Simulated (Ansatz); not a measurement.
**SnNH4F (SMILES [NH2][SnH2][F]): PBE-QIDH/def2-SVP (core potential)**

Aim: the vertical ionisation energy of SnNH4F at PBE-QIDH/def2-SVP (core potential), from 2 runs. 

The results are computed with Ansatz 0.2.0.

59 further runs of the same task are left out: 1 that didn't finish, 58 set aside as unsound or not needed.

### Step 1. The system as given

SnNH4F: 7 atoms, total charge 0, spin state singlet. As SMILES, `[NH2][SnH2][F]`. The shape is that of a PBE0-D4/def2-TZVP optimisation. This is one conformer, not always the lowest.

Bond lengths: N1–Sn2 1.995 Å, Sn2–F3 1.926 Å, N1–H4 1.008 Å, N1–H5 1.008 Å, Sn2–H6 1.699 Å, Sn2–H7 1.699 Å. Angles: N1–Sn2–F3 105.2°, N1–Sn2–H6 111.6°, N1–Sn2–H7 111.8°, F3–Sn2–H6 103.8°, F3–Sn2–H7 103.8°, Sn2–N1–H4 117.7°, Sn2–N1–H5 117.8°, H6–Sn2–H7 119.0°, H4–N1–H5 110.3°.

### Step 2. The energy at PBE-QIDH/def2-SVP (core potential)

Input file in.yaml:

```yaml
crystal:
  periodic: [false, false, false]
  atoms:
    - {symbol: N, position_ang: [-0.824600, 0.088300, -0.943000]}
    - {symbol: Sn, position_ang: [0.497700, -0.065100, 0.542900]}
    - {symbol: F, position_ang: [0.233900, -1.827500, 1.272400]}
    - {symbol: H, position_ang: [-1.584200, 0.741400, -0.829600]}
    - {symbol: H, position_ang: [-0.469500, 0.125500, -1.885700]}
    - {symbol: H, position_ang: [0.113100, 0.971100, 1.833800]}
    - {symbol: H, position_ang: [2.094900, -0.101800, -0.036600]}
basis:
  gaussian:
    orbitals: def2-SVP
correlation:
  frozen_orbitals: {F: 1, H: 0, "N": 1, Sn: 4}
output: {orbitals: {seedname: orbitals}}
hamiltonian:
  xc: {name: PBE-QIDH}
accuracy: high
```

Command:

```sh
$ ansatz run in.yaml --threads 1 --pin off --max-ram 3480MiB --events-out events.jsonl --progress --plain --runs-dir runs
```

Standard output:

```text
Warning: RAYON_NUM_THREADS=1 ignored (pool sized by the plan → 1); use --threads N
Functional definition: PBE-QIDH
  name "PBE-QIDH"
  parameter a = 3^(-1/3)
  parameter c = 1/3
  exchange = (1 - a)*pbe_x + a*exact_x
  correlation = (1 - c)*pbe_c + c*(mp2_os + mp2_ss)
1764 factors; integrals over basis functions are off by at most 2.9e-9 eV
mean field evaluation 1: about -10077.8233 eV, gradient 4.7e1 eV
mean field evaluation 2: about -10077.8965 eV, gradient 4.7e1 eV
mean field evaluation 4: about -10082.1496 eV, gradient 1.6e0 eV
mean field evaluation 8: about -10082.1692 eV, gradient 2.2e-1 eV
mean field evaluation 16: about -10082.1694 eV, gradient 1.5e-5 eV
mean field -10082.16937976 eV, -370.5128907663 hartree, gradient 1.2e-8 eV, S^2 0.000000; 0 other end points of the search recorded, 0 dependent functions left out
6 core orbitals not correlated: weight in the atoms' cores, before any rotation towards them, 1.000 or more for the frozen orbitals, at most 0.000 for the correlated occupied ones
reference -10082.16938094 eV, -370.5128908097 hartree; 15, 15 occupied and 53, 53 virtual orbitals, 1764 factors
second order -14.72689600 eV of doubles, -0.00000000 eV of singles
Total energy: -10087.07834628 eV, -370.6932919583 hartree
```

It took 6.6 s on 1 thread of Intel Xeon Platinum 8488C (Sapphire Rapids), shared host; peak memory 0.25 GiB.

### Step 3. The doublet cation, same level

Input file input.yaml:

```yaml
crystal:
  periodic: [false, false, false]
  atoms:
    - {symbol: "N", position_ang: [-0.824600, 0.088300, -0.943000]}
    - {symbol: Sn, position_ang: [0.497700, -0.065100, 0.542900]}
    - {symbol: F, position_ang: [0.233900, -1.827500, 1.272400]}
    - {symbol: H, position_ang: [-1.584200, 0.741400, -0.829600]}
    - {symbol: H, position_ang: [-0.469500, 0.125500, -1.885700]}
    - {symbol: H, position_ang: [0.113100, 0.971100, 1.833800]}
    - {symbol: H, position_ang: [2.094900, -0.101800, -0.036600]}
basis:
  gaussian: {orbitals: def2-SVP}
total_charge: 1
magnetization: {spin_polarized: true, initial_magnetization: 1}
hamiltonian: {xc: {name: PBE-QIDH}}
correlation: {frozen_orbitals: {F: 1, H: 0, "N": 1, Sn: 4}}
accuracy: high
output: {orbitals: {seedname: orbitals}}
```

Command:

```sh
$ ansatz run input.yaml --threads 1 --pin off --max-ram 3480MiB --events-out events.jsonl --progress --plain --runs-dir runs
```

Standard output, shortened:

```text
Warning: RAYON_NUM_THREADS=1 ignored (pool sized by the plan → 1); use --threads N
[... 2 set-up lines as earlier in the session ...]
[...]
1765 factors; integrals over basis functions are off by at most 2.9e-9 eV
[...]
mean field -10072.73468598 eV, -370.1661721650 hartree, gradient 8.9e-8 eV, S^2 0.756163; 2 other end points of the search recorded, 0 dependent functions left out
6 core orbitals not correlated: weight in the atoms' cores, before any rotation towards them, 1.000 or more for the frozen orbitals, at most 0.000 for the correlated occupied ones
reference -10072.73468712 eV, -370.1661722069 hartree; 15, 14 occupied and 53, 54 virtual orbitals, 1765 factors
second order -13.40659540 eV of doubles, -0.00000000 eV of singles
Total energy: -10077.20355225 eV, -370.3303999714 hartree
```

It took 18 s on 1 thread of Intel Xeon Platinum 8488C (Sapphire Rapids), shared host; peak memory 0.44 GiB.

### Step 4. What came out

Level: PBE-QIDH/def2-SVP (core potential), 6 core orbitals frozen.

| quantity | value |
| --- | --- |
| singlet SnNH4F: total energy | -370.69329 Eh |
| singlet SnNH4F: HOMO energy (SCF part's orbitals) | -9.86 eV |
| singlet SnNH4F: LUMO energy (SCF part's orbitals) | 1.81 eV |
| singlet SnNH4F: HOMO–LUMO gap (SCF part's orbitals) | 11.67 eV |
| doublet cation: total energy | -370.33040 Eh |
| doublet cation: HOMO energy (SCF part's orbitals) (highest over α and β) | -16.81 eV |
| doublet cation: LUMO energy (SCF part's orbitals) (lowest over α and β) | -9.19 eV |
| doublet cation: ⟨S²⟩ | 0.756 |
| vertical ionisation energy (to the doublet cation) | 9.875 eV |

Removing an electron at fixed nuclei costs 9.87 eV (953 kJ/mol). −ε(HOMO) before ionisation, 9.86 eV, is 0.01 eV below this ionisation energy.
